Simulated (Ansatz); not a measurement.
# GeH4N: rigid scan of one bond length from a Python script

Aim: a rigid scan of one bond length, for GeH4N, run from a script.

Computed with the Python package of Ansatz 0.2.0. Level of theory: r2SCAN+D3(BJ)/def2-TZVP.

## Step 1: Starting point

Bond lengths: N1–Ge2 1.924 Å, N1–H3 0.985 Å, Ge2–H4 1.492 Å, Ge2–H5 1.561 Å, Ge2–H6 1.560 Å. Angles: N1–Ge2–H4 110.1°, N1–Ge2–H5 108.4°, N1–Ge2–H6 110.3°, H4–Ge2–H5 107.3°, H4–Ge2–H6 111.3°, H5–Ge2–H6 109.4°, Ge2–N1–H3 103.4°.

The script holds or builds the structure itself.

## Step 2: The script

scan_geh4n.py reads:

```python
import ansatz as az
from ase import Atoms
import numpy as np


def main() -> None:
    atoms = Atoms(["N", "Ge", "H", "H", "H", "H"], positions=[
        [0.4764, -1.3558, 0.4998],
        [-0.2746, 0.2457, -0.2581],
        [1.1569, -1.015, 1.1252],
        [-1.339, -0.1047, -1.2434],
        [0.85, 0.9949, -1.0386],
        [-0.8277, 1.1709, 0.8689],
    ])
    mol = az.Crystal.molecule_from_ase(atoms)

    symbols = [site.symbol for site in mol.cartesian_sites]
    start = np.array([site.position_ang for site in mol.cartesian_sites])
    axis = (start[5] - start[1]) / np.linalg.norm(start[5] - start[1])
    moving = [5]
    lengths, energies = [1.33, 1.43, 1.56, 1.72, 1.95, 2.34, 2.81, 3.43], []
    for length in lengths:
        xyz = start.copy()
        xyz[moving] += (length - np.linalg.norm(start[5] - start[1])) * axis
        point = az.Crystal.molecule()
        for symbol, xyz in zip(symbols, xyz):
            point = point.atom(symbol, xyz.tolist())
        base = (
            point.calculation()
            .basis(gaussian="def2-TZVP")
            .functional("r2SCAN", dispersion="d3bj")
            .spin("collinear", total=1)
        )
        summary = base.run(threads=1).report
        energies.append(summary["free_energy_ev"])
        print(f"r = {length:6.3f} A  E = {energies[-1]:.5f} eV  <S^2> = {abs(summary['mean_field']['state']['spin_squared']):.3f}")

    print("energy above the lowest point (eV):", [round(e - min(energies), 3) for e in energies])


if __name__ == "__main__":
    main()
```

## Step 3: Running it

Started as:

```
> python scan_geh4n.py
```

**Question.** What results will this script give? Wanted: range of energy; lowest point, distance.

The runs gave:

```
                  quantity     value
             runs compared         8
           range of energy  3.136 eV
lowest point, distance (Å)      1.56
```

What this shows: The lowest point, at 1.56, lies inside the range. The ends stand 0.486 and 3.14 eV above it. The distance scanned is the script's pair 1, 5. <S²> moves from 0.76 to 1.29: along the scan the mean field breaks spin symmetry. Reading the output:
- These settings explore the input space; basis and method may be short of convergence.
- The rest of the molecule is held rigid at a force-field or estimated start geometry, and the basis set is modest; single-reference methods fail as a bond breaks.
- The species is open-shell (spin multiplicity 2).
- The expectation value of S² is noticeably off S(S+1) in at least one run, so that state is spin-contaminated.
